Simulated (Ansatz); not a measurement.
# CH₇AsSi: how energies converge with the basis set

An exercise on one series of results from a longer session: the logs are not shown, and one member is left open.

Method: one geometry, several basis sets; program: Ansatz 0.2.0, Gaussian basis.

Plan: PBE0-D4/def2-SVP; ωB97M-V/def2-SVP; PBE0-D4/def2-QZVPP; ωB97M-V/def2-QZVPP; the functionals' def2-TZVPP values are taken from earlier runs.

## The relaxed structure

An earlier PBE0-D4 in a triple-zeta def2 set relaxation fixed the geometry.

SMILES `C[SiH2][AsH2]`, 10 atoms, charge 0, spin multiplicity 1.

Atoms are counted from 1 here; the program's logs count them from 0.

Bond lengths: C1–Si2 1.872 Å, C1–H4 1.093 Å, C1–H5 1.092 Å, C1–H6 1.092 Å, Si2–As3 2.368 Å, Si2–H7 1.488 Å, Si2–H8 1.489 Å, As3–H9 1.522 Å, As3–H10 1.523 Å. Angles: Si2–C1–H4 110.6°, Si2–C1–H5 110.8°, Si2–C1–H6 110.8°, H4–C1–H5 108.1°, H4–C1–H6 108.2°, H5–C1–H6 108.2°, C1–Si2–As3 109.4°, C1–Si2–H7 110.3°, C1–Si2–H8 110.4°, As3–Si2–H7 111.9°, As3–Si2–H8 106.9°, H7–Si2–H8 108.0°, Si2–As3–H9 92.5°, Si2–As3–H10 92.2°, H9–As3–H10 92.3°.

The first run:

in.yaml

```yaml
crystal:
  periodic: [false, false, false]
  atoms:
    - {symbol: C, position_ang: [-0.981692, 0.667409, -0.980381]}
    - {symbol: Si, position_ang: [-0.188272, -0.649871, 0.087245]}
    - {symbol: As, position_ang: [1.209468, 0.381394, 1.697399]}
    - {symbol: H, position_ang: [-1.665828, 0.216240, -1.702932]}
    - {symbol: H, position_ang: [-0.223733, 1.226435, -1.533703]}
    - {symbol: H, position_ang: [-1.547382, 1.373705, -0.368840]}
    - {symbol: H, position_ang: [0.561027, -1.618966, -0.758060]}
    - {symbol: H, position_ang: [-1.229222, -1.404576, 0.838485]}
    - {symbol: H, position_ang: [1.871853, -0.938160, 2.067092]}
    - {symbol: H, position_ang: [2.276780, 0.695191, 0.656693]}
basis:
  gaussian: {orbitals: def2-SVP}
hamiltonian: {xc: pbe0, dispersion: d4}
output: {orbitals: {seedname: orbitals}}
```

Started as:

```console
$ ansatz run in.yaml --threads 2 --pin off --events-out ev --progress --plain --max-ram 4352MiB
```

Steps of the session up to this table: PBE0-D4 in def2-SVP; ωB97M-V in def2-SVP; PBE0-D4 in def2-QZVPP; ωB97M-V in def2-QZVPP.

One table of the session follows, with a row left open; its other results are not shown here.

It belongs to the step «Functionals by basis». 

| functional | basis | HOMO (eV) | LUMO (eV) |
| --- | --- | --- | --- |
| PBE0-D4 | def2-SVP | -7.28 | 0.55 |
| PBE0-D4 | def2-TZVPP | -7.29 | 0.27 |
| PBE0-D4 | def2-QZVPP | -7.32 | 0.04 |
| ωB97M-V | def2-SVP | ? | ? |
| ωB97M-V | def2-TZVPP | -9.36 | 1.94 |
| ωB97M-V | def2-QZVPP | -9.38 | 1.43 |

Q: Estimate the row for ωB97M-V, def2-SVP from the others.

**Answer.** HOMO (eV): -9.33; LUMO (eV): 2.41. In the column «HOMO (eV)» it lies between ωB97M-V, def2-TZVPP (-9.36) and PBE0-D4, def2-QZVPP (-7.32).
